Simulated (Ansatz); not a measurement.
What does this script print? It uses Ansatz's Python interface.

`POSCAR_mg2v3gas8`
```text
Mg2V3GaS8
1.0
   3.60380762    2.08065930    6.05271516
  -3.60380762    2.08065930    6.05271516
   0.00000000   -4.16131860    6.05271516
Mg V Ga S
2 3 1 8
Direct
   0.87512933    0.87512933    0.87512933
   0.12487067    0.12487067    0.12487067
   0.50000000    0.50000000    0.00000000
   0.00000000    0.50000000    0.50000000
   0.50000000    0.00000000    0.50000000
   0.50000000    0.50000000    0.50000000
   0.73854833    0.73854833    0.73854833
   0.26074650    0.26074650    0.71528200
   0.26074650    0.71528200    0.26074650
   0.71528200    0.26074650    0.26074650
   0.73925350    0.28471800    0.73925350
   0.28471800    0.73925350    0.73925350
   0.26145167    0.26145167    0.26145167
   0.73925350    0.73925350    0.28471800
```

`convert_mg2v3gas8.py`
```python
import ansatz as az
from ase.io import read

BETA = 0.2
SMEARING = 'Fermi-Dirac'
SIGMA = 0.2
N_EMPTY = 4
XC = 'pbe'
KMESH = (3, 3, 3)

atoms = read('POSCAR_mg2v3gas8', format='vasp')
crystal = az.Crystal.from_ase(atoms).moments(V=1.0)

job = (
    crystal.calculation()
    .mixing('broyden', ndim=12, beta=BETA)
    .spin('collinear')
    .occupations(SMEARING, width=SIGMA)
    .pseudopotentials('paw')
    .scf(extra_bands=N_EMPTY)
    .functional(XC)
    .kpoints(*KMESH)
    .relax(cell=True, pressure=0)
)
print(job.to_yaml())
```

```console
$ python convert_mg2v3gas8.py
crystal:
  lattice:
    - [3.60380762, 2.0806593, 6.05271516]
    - [-3.60380762, 2.0806593, 6.05271516]
    - [0.0, -4.1613186, 6.05271516]
  atoms:
    - { symbol: Mg, position: [0.87512933, 0.87512933, 0.87512933] }
    - { symbol: Mg, position: [0.12487067, 0.12487067, 0.12487067] }
    - { symbol: V, position: [0.5, 0.5, 0.0] }
    - { symbol: V, position: [0.0, 0.5, 0.5] }
    - { symbol: V, position: [0.5, 0.0, 0.5] }
    - { symbol: Ga, position: [0.5, 0.5, 0.5] }
    - { symbol: S, position: [0.73854833, 0.73854833, 0.73854833] }
    - { symbol: S, position: [0.26074649999999994, 0.2607465, 0.715282] }
    - { symbol: S, position: [0.2607465, 0.715282, 0.2607465] }
    - { symbol: S, position: [0.715282, 0.2607465, 0.2607465] }
    - { symbol: S, position: [0.7392535, 0.2847180000000001, 0.7392535] }
    - { symbol: S, position: [0.284718, 0.7392535, 0.7392535] }
    - { symbol: S, position: [0.26145167, 0.26145167, 0.26145167] }
    - { symbol: S, position: [0.7392535, 0.7392535, 0.2847180000000001] }
kpoints:
  mp_grid:
    grid: [3, 3, 3]
hamiltonian:
  xc: pbe
  pseudopotentials:
    kind: paw
magnetization:
  spin_polarized: true
  per_species:
    V: 1.0
scf:
  n_extra_bands: 4
  mixing:
    algorithm: broyden
    beta: 0.2
    ndim: 12
  occupations:
    method: fermi_dirac
    width: 0.2
relax:
  cell:
    p_target: 0.0
```

The input is only written out: it wasn't run, and its settings aren't tested. The structure comes from a database and needn't be a stable phase.
